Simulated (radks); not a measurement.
# Mo²⁺ in [Kr] 4d4: an all-electron calculation

An exercise on one series of results from a longer session: the logs are not shown, and one member is left open.

Program: radks (a radial shooting solver on a logarithmic mesh, Libxc functionals) version 1. Level of theory: Dirac Kohn-Sham, BLYP, spin-unpolarised, spherical densities, point nucleus; open shells fill j = l - 1/2 first. These are calculated values, not measurements, unless marked.

## The system

```
element       : molybdenum (Z = 42)
charge        : +2
electrons     : 40
configuration : [Kr] 4d4
```

The first run:

Settings of this run:

```text
Z 42
configuration [Kr] 4d4
relativity Dirac
functional b88,lyp
spin unpolarised
j_filling energy
nucleus point
c 137.035999084
```

One table of the session follows, with a row left open; its other results are not shown here.

It belongs to the step «Orbitals and density». From the orbitals of this run (lengths in bohr):

| level | <r> | outermost maximum (interpolated) | 90 % within | nodes |
| --- | --- | --- | --- | --- |
| 1s1/2 | 0.03516 | 0.0229 | 0.0630 | 0 |
| 2s1/2 | 0.1534 | 0.130 | 0.237 | 1 |
| 2p1/2 | 0.1307 | 0.101 | 0.214 | 0 |
| 2p3/2 | ? | ? | ? | ? |
| 3s1/2 | 0.4288 | 0.384 | 0.634 | 2 |
| 3p1/2 | 0.4234 | 0.371 | 0.641 | 1 |
| 3p3/2 | 0.4340 | 0.380 | 0.656 | 1 |
| 3d3/2 | 0.4133 | 0.321 | 0.661 | 0 |
| 3d5/2 | 0.4168 | 0.324 | 0.666 | 0 |
| 4s1/2 | 1.103 | 0.988 | 1.61 | 3 |
| 4p1/2 | 1.207 | 1.05 | 1.79 | 2 |
| 4p3/2 | 1.237 | 1.08 | 1.83 | 2 |
| 4d3/2 | 1.731 | 1.34 | 2.74 | 1 |
| 4d5/2 | 1.747 | 1.35 | 2.76 | 1 |

Estimate the missing values for 2p3/2.

The run gave: <r>: 0.1353; outermost maximum (interpolated): 0.105; 90 % within: 0.220; nodes: 0. In the column «<r>» it lies between 2p1/2 (0.1307) and 2s1/2 (0.1534).

To keep in mind: Spin polarisation and multiplet splitting are left out.
